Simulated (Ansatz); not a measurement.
# C₂H₃OSi+ (SMILES [CH2+]C#[Si]O): functionals against CCSD(T) at one geometry

One table from this session's results is given with a row withheld; the runs are named, their logs left out.

Method: single points in def2-TZVPP; program: Ansatz 0.2.0, Gaussian basis.

Cores are frozen in the correlated methods.

## The system as given

SMILES `[CH2+]C#[Si]O`, 7 atoms, charge 1, spin multiplicity 1.

Atoms are counted from 1 here; the program's logs count them from 0.

Bond lengths: C1–C2 1.269 Å, C1–H5 1.233 Å, C1–H6 1.132 Å, C2–Si3 1.766 Å, Si3–O4 1.560 Å, O4–H7 0.876 Å. Angles: C2–C1–H5 116.1°, C2–C1–H6 129.2°, H5–C1–H6 114.6°, C1–C2–Si3 137.9°, C2–Si3–O4 157.8°, Si3–O4–H7 147.7°.

Coordinates:

```xyz
7

C    -0.8259    1.5903   -0.1713
C    -0.2621    0.5004   -0.4954
Si    0.4139   -0.9162    0.3139
O     1.1869   -2.2627    0.4612
H    -1.1210    2.3465   -1.0997
H    -1.1364    1.9582    0.8531
H     1.5793   -2.9384    0.0652
```

The first run:

File run/in.yaml:

```yaml
crystal:
  periodic: [false, false, false]
  atoms:
    - {symbol: C, position_ang: [-0.825900, 1.590300, -0.171300]}
    - {symbol: C, position_ang: [-0.262100, 0.500400, -0.495400]}
    - {symbol: Si, position_ang: [0.413900, -0.916200, 0.313900]}
    - {symbol: O, position_ang: [1.186900, -2.262700, 0.461200]}
    - {symbol: H, position_ang: [-1.121000, 2.346500, -1.099700]}
    - {symbol: H, position_ang: [-1.136400, 1.958200, 0.853100]}
    - {symbol: H, position_ang: [1.579300, -2.938400, 0.065200]}
basis:
  gaussian: {orbitals: def2-TZVPP}
total_charge: 1
correlation: {method: ccsd_t}
output: {forces: true}
```

The command line of these runs was not kept.

Steps of the session up to this table: CCSD(T)/def2-TZVPP; PBE0-D4/def2-TZVPP; wB97M-V/def2-TZVPP; r2SCAN-D4/def2-TZVPP; PBE-D4/def2-TZVPP; BLYP-D4/def2-TZVPP; HSE06-D4/def2-TZVPP.

One of the session's tables, all rows but one given; the rest of the session is left out.

| method | RMS force component (eV/Å) | angle to CCSD(T) forces (°) |
| --- | --- | --- |
| CCSD(T) | 2.638 | reference |
| PBE0-D4 | 2.453 | 6.7 |
| wB97M-V | ? | ? |
| r2SCAN-D4 | 2.450 | 6.2 |
| PBE-D4 | 2.504 | 7.3 |
| BLYP-D4 | 2.483 | 7.6 |
| HSE06-D4 | 2.453 | 6.6 |

Estimate the missing values for wB97M-V.

The run gave: RMS force component (eV/Å): 2.454; angle to CCSD(T) forces (°): 6.8. In the column «RMS force component (eV/Å)» it lies between HSE06-D4 (2.453) and BLYP-D4 (2.483).
